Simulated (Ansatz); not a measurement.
# InGaO: the cost of one run

Computed with Ansatz 0.2.0 (DFT PBE, scalar-relativistic, plane waves, PAW, unless a step's input says otherwise).

1 further run of the same task is left out (set aside as unsound or not needed). Runs told in other sessions of the task aren't counted.

### 1 The system as given

The structure is tetragonal, space group P4/mmm (No. 123). Conventional cell: a = 4.130 Å, b = 4.130 Å, c = 3.782 Å, α = 90.00°, β = 90.00°, γ = 90.00°. In (site symmetry 4/mmm) has 4 Ga at 2.92 Å in its first shell of neighbours. Ga (site symmetry 4/mmm) is surrounded by 2 O at 1.89 Å. O (site symmetry 4/mmm) has 2 Ga at 1.89 Å in its first shell of neighbours.

As a file:

```xyz
3
Lattice="4.1298 0.0000 0.0000 0.0000 4.1298 0.0000 0.0000 0.0000 3.7824" Properties=species:S:1:pos:R:3 pbc="T T T"
In    0.0000    0.0000    0.0000
Ga    2.0649    2.0649    0.0000
O     2.0649    2.0649    1.8912
```

The cell was relaxed beforehand at this level, from a generated guess; it is a trial structure. At a tolerance of 0.05 Å it has space group P4/mmm (No. 123); it has 21.50 Å³/atom, an uncorrected energy of -0.35 eV/atom over the elements.

### 2 Bands, states and charges

Contents of input.yaml:

```yaml
crystal:
  lattice:
    - [4.1297658962, 0.0, 0.0]
    - [0.0, 4.1297658962, 0.0]
    - [0.0, 0.0, 3.7823725837]
  atoms:
    - { symbol: In, position: [0.0, 0.0, 0.0] }
    - { symbol: Ga, position: [0.5, 0.5, 0.0] }
    - { symbol: O, position: [0.5, 0.5, 0.5] }
basis:
  ecutwfc: 420
kpoints:
  mp_grid: { grid: [12, 12, 12] }
  band_path:
    path:
      - [[0.0, 0.0, 0.0], [0.0, 0.5, 0.0], [0.5, 0.5, 0.0], [0.0, 0.0, 0.0], [0.0, 0.0, 0.5], [0.0, 0.5, 0.5], [0.5, 0.5, 0.5], [0.0, 0.0, 0.5]]
      - [[0.0, 0.5, 0.0], [0.0, 0.5, 0.5]]
      - [[0.5, 0.5, 0.0], [0.5, 0.5, 0.5]]
    npoints: 14
hamiltonian:
  xc: pbe
scf:
  occupations: { method: gaussian, width: 0.1 }
  n_extra_bands: 7
output:
  forces: true
  stress: true
  eigenvalues: true
  populations: true
  dos: { projected: true, de: 0.02, nscf_kmesh: { grid: [15, 15, 15] } }
  bader: true
```

Started as:

```console
> ansatz run input.yaml --threads 1 --pin off --max-ram 2560MiB --backend cpu --events-out ev --progress --plain --runs-dir out
```

**Question.** How long does this run take on 1 thread of Intel Xeon at 2.70GHz, shared host, and how much memory does it need?

About 51 s, with a peak of 0.59 GiB.
